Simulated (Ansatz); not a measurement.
# ScSn3Se: the cost of one run

Program: Ansatz 0.2.0. Level of theory: DFT PBE, scalar-relativistic, plane waves, PAW. These are calculated values, not measurements.

## 1. The starting structure

It takes space group Pm-3m (No. 221, cubic). Conventional cell: a = 5.440 Å, b = 5.440 Å, c = 5.440 Å, α = 90.00°, β = 90.00°, γ = 90.00°. Sc (site symmetry m-3m) is surrounded by 6 Sn at 2.72 Å. Sn (site symmetry 4/mmm) is surrounded by 2 Sc at 2.72 Å and 8 Sn at 3.85 Å and 4 Se at 3.85 Å. Around Se (site symmetry m-3m) lie 12 Sn at 3.85 Å.

As a file:

```xyz
5
Lattice="5.4400 0.0000 0.0000 0.0000 5.4400 0.0000 0.0000 0.0000 5.4400" Properties=species:S:1:pos:R:3 pbc="T T T"
Sc    0.0000    0.0000    0.0000
Sn    2.7200    0.0000    0.0000
Sn    0.0000    2.7200    0.0000
Sn    0.0000    0.0000    2.7200
Se    2.7200    2.7200    2.7200
```

A structure generator made this guess: random cell by space group and Wyckoff sites (Pm-3m, No. 221). Lengths come from tabulated atomic sizes and are only a guess.

## 2. Probe: one point on a coarse mesh

input.yaml reads:

```yaml
crystal:
  lattice:
    - [5.43996254, 0.0, 0.0]
    - [0.0, 5.43996254, 0.0]
    - [0.0, 0.0, 5.43996254]
  atoms:
    - { symbol: Sc, position: [0.0, 0.0, 0.0] }
    - { symbol: Sn, position: [0.5, 0.0, 0.0] }
    - { symbol: Sn, position: [0.0, 0.5, 0.0] }
    - { symbol: Sn, position: [0.0, 0.0, 0.5] }
    - { symbol: Se, position: [0.5, 0.5, 0.5] }
basis:
  ecutwfc: 420
kpoints:
  mp_grid: { grid: [4, 4, 4] }
hamiltonian:
  xc: pbe
scf:
  occupations: { method: gaussian, width: 0.1 }
  lower_state_search: "off"
output:
  forces: true
  stress: true
  eigenvalues: true
```

The run is started by

```bash
ansatz run input.yaml --threads 1 --pin off --max-ram 2560MiB --backend cpu --events-out ev --progress --plain --runs-dir out
```

**Question.** How long does this run take on 1 thread of AMD EPYC 7R43 (Zen 3), shared host, and how much memory does it need?

About 5.2 s, with a peak of 0.49 GiB.
